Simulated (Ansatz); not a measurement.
# Cyclo-(F2SiSe)3 (Si3Se3F6): geometry, orbitals and charge

What does cyclo-(F2SiSe)3 (Si3Se3F6) look like as a singlet, and where do its frontier electrons sit?

The runs use Ansatz 0.2.0, Gaussian basis; RKS PBE0-D4/def2-TZVP.

The runs, in order: relaxation at PBE-D4/def2-SVP; a single point at PBE0-D4/def2-TZVP.

## 1. Starting geometry

12 atoms, charge 0, spin multiplicity 1.

Atoms are counted from 1 here; the program's logs count them from 0.

Bond lengths: Si1–F2 1.585 Å, Si1–F3 1.595 Å, Si1–Se4 2.264 Å, Si1–Se12 2.264 Å, Se4–Si5 2.264 Å, Si5–F6 1.585 Å, Si5–F7 1.595 Å, Si5–Se8 2.264 Å, Se8–Si9 2.264 Å, Si9–F10 1.586 Å, Si9–F11 1.595 Å, Si9–Se12 2.264 Å. Angles: F2–Si1–F3 101.9°, F2–Si1–Se4 106.9°, F2–Si1–Se12 106.8°, F3–Si1–Se4 109.6°, F3–Si1–Se12 109.5°, Se4–Si1–Se12 120.5°, Si1–Se4–Si5 96.8°, Se4–Si5–F6 106.7°, Se4–Si5–F7 109.6°, Se4–Si5–Se8 120.7°, F6–Si5–F7 102.0°, F6–Si5–Se8 106.7°, F7–Si5–Se8 109.5°, Si5–Se8–Si9 97.1°, Se8–Si9–F10 106.7°, Se8–Si9–F11 109.6°, Se8–Si9–Se12 120.6°, F10–Si9–F11 101.9° and more.

As a file:

| atom | x (Å) | y (Å) | z (Å) |
| --- | --- | --- | --- |
| Si1 | 0.1546 | 1.9525 | 0.0297 |
| F2 | 0.4645 | 3.5066 | -0.0133 |
| F3 | -1.3539 | 1.9311 | 0.5489 |
| Se4 | 1.5106 | 1.0541 | 1.6045 |
| Si5 | 0.6598 | -1.0427 | 1.5254 |
| F6 | 1.3895 | -1.8743 | 2.6612 |
| F7 | -0.8485 | -1.0271 | 2.0442 |
| Se8 | 0.7953 | -2.2736 | -0.3699 |
| Si9 | -0.4488 | -0.9084 | -1.6800 |
| F10 | -0.5947 | -1.6329 | -3.0835 |
| F11 | -1.9561 | -0.8949 | -1.1598 |
| Se12 | 0.2276 | 1.2097 | -2.1073 |

The start is a GFN2-xTB geometry.

## 2. Optimising with PBE-D4/def2-SVP

File in.yaml:

```yaml
crystal:
  periodic: [false, false, false]
  atoms:
    - {symbol: Si, position_ang: [0.154580, 1.952470, 0.029750]}
    - {symbol: F, position_ang: [0.464520, 3.506600, -0.013340]}
    - {symbol: F, position_ang: [-1.353880, 1.931080, 0.548870]}
    - {symbol: Se, position_ang: [1.510620, 1.054060, 1.604480]}
    - {symbol: Si, position_ang: [0.659840, -1.042740, 1.525450]}
    - {symbol: F, position_ang: [1.389490, -1.874340, 2.661150]}
    - {symbol: F, position_ang: [-0.848480, -1.027060, 2.044200]}
    - {symbol: Se, position_ang: [0.795250, -2.273560, -0.369940]}
    - {symbol: Si, position_ang: [-0.448780, -0.908420, -1.680020]}
    - {symbol: F, position_ang: [-0.594660, -1.632900, -3.083450]}
    - {symbol: F, position_ang: [-1.956090, -0.894920, -1.159780]}
    - {symbol: Se, position_ang: [0.227580, 1.209730, -2.107350]}
basis:
  gaussian: {orbitals: def2-SVP}
hamiltonian: {xc: pbe, dispersion: d4}
scf: {lower_state_search: "off"}
output: {orbitals: {seedname: orbitals}}
relax: {f_tol: 0.03, max_steps: 70}
```

Command:

```bash
> ansatz run in.yaml --threads 2 --pin off --events-out ev --progress --plain --max-ram 32768MiB --backend cuda --devices 0, --max-vram 18GiB
```

After this run come: Single point, PBE0-D4/def2-TZVP.

Q: Predict the results of all the runs planned. Wanted: point group; commonest bond; HOMO, LUMO at PBE0-D4/def2-TZVP; dipole at PBE-D4/def2-SVP.

The runs gave:

| quantity | value |
| --- | --- |
| point group | C3v |
| commonest bond | F–Si, 6 of mean length 1.622 Å |
| HOMO, LUMO at PBE0-D4/def2-TZVP | -8.14, -2.00 eV |
| dipole at PBE-D4/def2-SVP | 1.65 D |

What this shows: The molecule keeps its bonding pattern by the stored test; the atoms moved 0.08 Å (rms). No usable vibrations, so a minimum isn't proven.
